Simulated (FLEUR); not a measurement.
# BiTe (R-3m) in FLEUR: a series of runs, part 2 of 2

FLEUR MaX-R8.1 (later development tree).

## 6. Equation of state, r2SCAN, 35.07 Å³/atom (volume scaled by 1.04)

Changes to inp.xml since step 5:

```diff
@@ -27,3 +27,3 @@
       <xi:include xmlns:xi="http://www.w3.org/2001/XInclude" href="sym.xml"> </xi:include>
-      <bulkLattice scale="1.0000000000">
+      <bulkLattice scale="1.0131594038">
          <bravaisMatrix>
```

Potentials or basis: all-electron, FLAPW.

Launch:

```console
$ inpgen -f crystal.txt -profile fastHighL
$ # inp.xml edited to the form shown
$ fleur_MPI
```

It took 78 s on 1 thread of Intel Xeon 6975P-C (Granite Rapids), shared host; peak memory 0.11 GiB.

Results (log left out):

```
Free energy                                           : -772143.2746 eV
Band gap on the k mesh                                : none (metal or under the smearing width)
Valence electrons inside the program's atomic spheres : Bi 18.70; Te 20.04 (radii Bi 2.66, Te 2.66 bohr)
```

Caveat: the meta-GGA is that of a development version, with a GGA for the radial functions and cores and without core tails; spin-orbit coupling is left out, which moves the levels of the heavy elements.

## 7. Equation of state, r2SCAN, 35.75 Å³/atom (volume scaled by 1.06)

Changes to inp.xml since step 6:

```diff
@@ -27,3 +27,3 @@
       <xi:include xmlns:xi="http://www.w3.org/2001/XInclude" href="sym.xml"> </xi:include>
-      <bulkLattice scale="1.0131594038">
+      <bulkLattice scale="1.0196128224">
          <bravaisMatrix>
```

Launch:

```console
$ inpgen -f crystal.txt -profile fastHighL
$ # inp.xml edited to the form shown
$ fleur_MPI
```

Run time: 94 s. Hardware: 1 thread of Intel Xeon 6975P-C (Granite Rapids), shared host; peak memory 0.11 GiB.

Results (log left out):

| Item | Value |
| --- | --- |
| Free energy | -772143.2520 eV |
| Band gap on the k mesh | none (metal or under the smearing width) |
| Valence electrons inside the program's atomic spheres | Bi 18.68; Te 20.03 (radii Bi 2.66, Te 2.66 bohr) |

Caveat: the meta-GGA is that of a development version, with a GGA for the radial functions and cores and without core tails; spin-orbit coupling is left out, which moves the levels of the heavy elements.

## 8. Equation of state, r2SCAN

No new run: the results of the series are fitted here.

Results:

```yaml
Equilibrium_volume: 33.36 Å³/atom
Bulk_modulus_at_fixed_shape_and_positions: 51 GPa
```

Energy against volume, from the lowest point:
| volume (Å³/atom) | energy (meV/atom) |
| --- | --- |
| 31.701 | 13.95 |
| 32.376 | 4.36 |
| 33.725 | 0.00 |
| 35.074 | 12.32 |
| 35.748 | 23.62 |

Caveat: the meta-GGA is that of a development version, with a GGA for the radial functions and cores and without core tails; the cell was scaled at fixed shape and fractional positions, which overstates the stiffness of a crystal with free parameters, most of all of layers and chains; spin-orbit coupling is left out, which moves the levels of the heavy elements.
